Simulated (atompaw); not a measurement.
# Pseudopotential generation for neodymium: PAW (atompaw), LDA (PW92)

Aim: build the potential from the settings below, then test how well it stands in for the atom: scattering, ghost states and the plane-wave cutoff that it needs.

Program: atompaw 4.2.0.5. Reference atom: LDA (PW92), scalar-relativistic, spherical and spin-unpolarised. All values are calculated.

**1. Starting point**

Typed settings, in words:

```json
{
  "element": "neodymium (Nd, Z = 60)",
  "type": "PAW",
  "frozen core": "[Kr] 4d10",
  "valence charge": "14",
  "reference configuration": "4f4 5s2 5p6 5d0 6s1.5 6p0.5",
  "partial waves": "5s (bound): rc 2.10 bohr; 6s (bound): rc 2.00 bohr; 5p (bound): rc 2.00 bohr; 6p (bound): rc 3.00 bohr; 5d (bound, empty): rc 3.00 bohr; 5d channel at 0.65 Ry: rc 3.00 bohr; 4f (bound): rc 1.40 bohr; 4f channel at 0.3 Ry: rc 1.40 bohr",
  "local potential": "bessel scheme, radius 2.90 bohr",
  "core correction": "smooth core density matched at 1.70 bohr",
  "augmentation charge": "besselshape compensation charge, radius 2.35 bohr; PAW radius 3.00 bohr; waves and projectors: custom polynom vanderbiltortho"
}
```

The nodes and maxima of the atom's own shells, from an earlier all-electron run, set the scale for the radii.

All-electron outer shells of the reference configuration (LDA (PW92), scalar-relativistic, ld1.x):

```
shell  level (eV)  outermost node (bohr)  outermost maximum (bohr)
   4p     -226.06                   0.32                      0.59
   4d     -117.17                   0.29                      0.62
   5s      -41.21                   0.72                      1.32
   5p      -22.79                   0.77                      1.50
   6s       -4.00                   1.77                      3.69
   4f       -2.55                      –                      0.67
   5d       -2.54                   0.88                      2.24
   6p       -1.58                   2.13                      4.98
```

**2. The generation run**

Input file Nd.input:

```
Nd 60
LDA-PW scalarrelativistic loggrid 2001 logderivrange -5 5 251
6 6 5 4 0 0
6 0 1.5
6 1 0.5
5 2 0
4 3 4
0 0 0
c
c
c
c
v
v
c
c
c
v
v
c
c
v
v
3
3.00 2.35 2.90 1.70
n
n
y
0.65
n
y
0.3
n
custom polynom vanderbiltortho besselshape
bessel
2.10
2.00
2.00
3.00
3.00
3.00
1.40
1.40
PWSCFOUT
UPFDX 0.0125d0 UPFXMIN -7.d0 UPFZMESH 60.d0
END
```

Command:

```bash
$ atompaw < Nd.input > Nd.log
```

Q: Predict the outcome of this session. Wanted: cutoffs for 10 and 1 mRy, occupied levels; bound ghosts; largest phase difference near zero energy, channels read; lowest eigenvalue of the overlap; share of valence orbitals outside the PAW sphere; UPF file.

The runs gave:

```
                                                quantity                                              value
               cutoffs for 10 and 1 mRy, occupied levels                                   90 Ry and 160 Ry
                                            bound ghosts                                         none found
largest phase difference near zero energy, channels read                                          0.006 rad
         lowest eigenvalue of the overlap (Bessel basis)                                          0.465 (s)
        share of valence orbitals outside the PAW sphere  5s 1 %, 6s 82 %, 5p 4 %, 6p 95 %, 5d 46 %, 4f 3 %
                                                UPF file                                            written
```

In words: By its cutoff, 90 Ry for the looser tolerance, it is hard. The slowest occupied level is 4f: taken alone it needs 100 Ry to come within 1 mRy, against 15 Ry for 5p. No bound ghost shows below the valence levels. Near zero energy the phases of the channels with partial waves agree within 0.006 rad. All of this concerns the isolated atom, not yet a solid.
